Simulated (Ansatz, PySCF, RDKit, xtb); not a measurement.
# C5H9NS: which of the isomers drawn lies lowest?

A sample of isomers of C5H9NS is drawn. Aim: find which of them has the lowest free energy at 298.15 K, then its properties. The sample is small against all isomers, and the most stable one of this formula need not be in it.

The funnel: GFN2-xTB relaxations, single points with a density functional, relaxations at PBE-D3(BJ)/def2-SVP, harmonic vibrations (at GFN2-xTB), and a last energy at a higher level. All values are calculated.

**1. Candidates**

Isomers were taken from a list of plausible structures; this is a sample, not all of them. That gives 3 candidates.

```tsv
label	SMILES	spin
c158	C[C@@H]1C=C(S)NC1	singlet
c244	C[C@@H]1CN=C(S)C1	singlet
c970	C[C@@H]1CNC(=S)C1	singlet
```

Candidates are built by distance geometry, with a force field where one applies, in up to four conformers (letters a to d).

Q: Predict the outcome of this search (final energies at CCSD(T)/def2-SVP + MP2/def2-TZVPP - MP2/def2-SVP).

| quantity | value |
| --- | --- |
| lowest structure found | C[C@@H]1CNC(=S)C1, singlet |
| next finalist | C[C@@H]1CN=C(S)C1, singlet, 6.9 kcal/mol higher in G |
| share at equilibrium, among the finalists | 100.0 % |
| dipole moment (PBE0/def2-SVPD) | 5.26 D |
| HOMO energy (PBE0/def2-SVPD) | -6.00 eV |
| LUMO energy (PBE0/def2-SVPD) | -0.86 eV |
| HOMO–LUMO gap (PBE0/def2-SVPD) | 5.14 eV |
| lowest excitation (TD-PBE0/def2-SVPD) | 3.45 eV (f = 0.000) |
| strongest of the states computed, same level | 5.08 eV (f = 0.251) |
| lowest triplet excitation, same level, Tamm-Dancoff | 3.12 eV |
| vertical ionisation energy | 8.04 eV |
| vertical electron affinity | -0.80 eV (unbound: the value depends on the basis) |
| vertical triplet less singlet | +3.18 eV |

`C[C@@H]1CNC(=S)C1` comes out lowest. The margin of 6.9 kcal/mol over the next finalist is beyond the usual error of the last level; it says nothing of structures that weren't ranked. GFN2-xTB, r2SCAN-D4/def2-SVP, PBE-D3(BJ)/def2-SVP, HF/def2-SVP and MP2/def2-SVP already put its bonding pattern lowest among the structures in one piece; HF/STO-3G favours the singlet C[C@@H]1CN=C(S)C1. Lowest found is not proven lowest: the search is finite, and each finalist counts with one conformer. Only 3 drawn patterns were tried, so whole families of isomers are missing, and the result ranks this sample alone. The lowest isomer need not be the one that is made and kept in a bottle, which depends on barriers.
